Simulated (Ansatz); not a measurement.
**C₂HCl₂I: a ladder of functionals and wavefunction methods**

Aim: compute C₂HCl₂I with functionals from several rungs and with coupled cluster. The yardstick is the atomisation energy at the CCSD(T) limit.

Program: Ansatz 0.2.0, Gaussian basis. Level of theory: functionals in def2-TZVPP, the program's frozen cores in correlated methods. These are calculated values, not measurements.

Levels to be run: LDA (SPW92), PBE-D4, revPBE-D4, BLYP-D4, r2SCAN-D4, B97M-V, PBE0-D4, B3LYP-D4, r2SCANh-D4, r2SCAN0-D4, HSE06-D4, BHLYP-D4, CAM-B3LYP-D4, LC-ωPBE, ωB97X-V, ωB97M-V, B2PLYP, PBE-QIDH; CCSD(T)/def2-SVP; CCSD(T)/def2-TZVPP; MP2/def2-QZVPP; extrapolation to the limit; RPA on PBE.

## 1. The geometry

All runs share one geometry, relaxed beforehand with PBE0-D4 in a triple-zeta def2 set. I takes the def2 core potential; no spin-orbit term is included.

6 atoms, charge 0, spin multiplicity 1.

Atoms are counted from 1 here; the program's logs count them from 0.

Bond lengths: Cl1–C2 1.704 Å, C2–Cl3 1.718 Å, C2–C4 1.327 Å, C4–I5 2.056 Å, C4–H6 1.081 Å. Angles: Cl1–C2–Cl3 114.9°, Cl1–C2–C4 124.9°, Cl3–C2–C4 120.2°, C2–C4–I5 124.9°, C2–C4–H6 120.0°, I5–C4–H6 115.1°.

## 2. LDA

This LDA is Slater exchange with PW92 correlation.

Input file in.yaml:

```yaml
crystal:
  periodic: [false, false, false]
  atoms:
    - {symbol: Cl, position_ang: [-1.084767, -1.680808, -0.549950]}
    - {symbol: C, position_ang: [0.083705, -0.643741, 0.130207]}
    - {symbol: Cl, position_ang: [1.284099, -1.429666, 1.075210]}
    - {symbol: C, position_ang: [0.112406, 0.673909, -0.024995]}
    - {symbol: I, position_ang: [-1.245998, 1.760129, -1.120597]}
    - {symbol: H, position_ang: [0.892655, 1.256077, 0.443826]}
basis:
  gaussian: {orbitals: def2-TZVPP}
hamiltonian: {xc: lda}
output: {orbitals: {seedname: orbitals}}
```

Further steps of the session: PBE-D4 (GGA); revPBE-D4 (GGA); BLYP-D4 (GGA); r2SCAN-D4 (meta-GGA); B97M-V (meta-GGA); PBE0-D4 (hybrid); B3LYP-D4 (hybrid); r2SCANh-D4 (hybrid); r2SCAN0-D4 (hybrid); HSE06-D4 (hybrid); BHLYP-D4 (hybrid); CAM-B3LYP-D4 (range-separated); LC-ωPBE-D4 (range-separated); ωB97X-V (range-separated); ωB97M-V (range-separated); B2PLYP (double hybrid); PBE-QIDH (double hybrid); CCSD(T) in def2-SVP; CCSD(T) in def2-TZVPP; MP2 in def2-QZVPP; RPA on PBE orbitals.

**Question.** What will the summary of the whole plan be? Wanted: atomisation energy, CCSD(T)/CBS; farthest beyond LDA; mean size of error, GGA; mean size of error, meta-GGA; mean size of error, hybrid; mean size of error, range-separated; mean size of error, double hybrid; gap, smallest and largest; T1 diagnostic.

The runs gave:

| quantity | value |
| --- | --- |
| atomisation energy, CCSD(T)/CBS | 1987.0 kJ/mol |
| functionals within 19.9 kJ/mol (1.0 %) | BLYP-D4, B97M-V, r2SCANh-D4, ωB97X-V, ωB97M-V, PBE-QIDH |
| farthest beyond LDA | BHLYP-D4 (-126.1 kJ/mol) |
| mean size of error, GGA | 55.7 kJ/mol |
| mean size of error, meta-GGA | 15.1 kJ/mol |
| mean size of error, hybrid | 47.0 kJ/mol |
| mean size of error, range-separated | 17.6 kJ/mol |
| mean size of error, double hybrid | 25.4 kJ/mol |
| gap, smallest and largest | 3.89 eV (BLYP-D4), 10.78 eV (LC-ωPBE) |
| T1 diagnostic | 0.0100 |
| triples share of the correlation energy | 3.9 % |

In words: The LDA atomisation energy is off by 427.5 kJ/mol (22 %): it overbinds. PBE-D4 misses by +118.7 kJ/mol. Double hybrids carry the basis error of their MP2 part in triple zeta, and no dispersion term here, so their miss is partly the set-up's. The rungs meta-GGA, range-separated miss on average by less than the doubt on the reference (19.9 kJ/mol), so they tie. Misses under about 19.9 kJ/mol are within the doubt on the reference itself, which lacks core-valence correlation, spin-orbit coupling and higher excitations, and its outer-core shells are covered unevenly. All levels share the lack of spin-orbit coupling, which lowers the free heavy atoms and so the true binding. Hartree-Fock recovers 65 % of the binding; the rest is correlation. CCSD(T) in def2-SVP is off by -154.3 kJ/mol, worse than the median functional, from the basis alone. Orbital gaps span 3.9 to 10.8 eV; exact exchange widens them. The restricted reference is unstable towards a spin-broken one. Correlated methods include outer-core shells of I, which these sets cover unevenly.
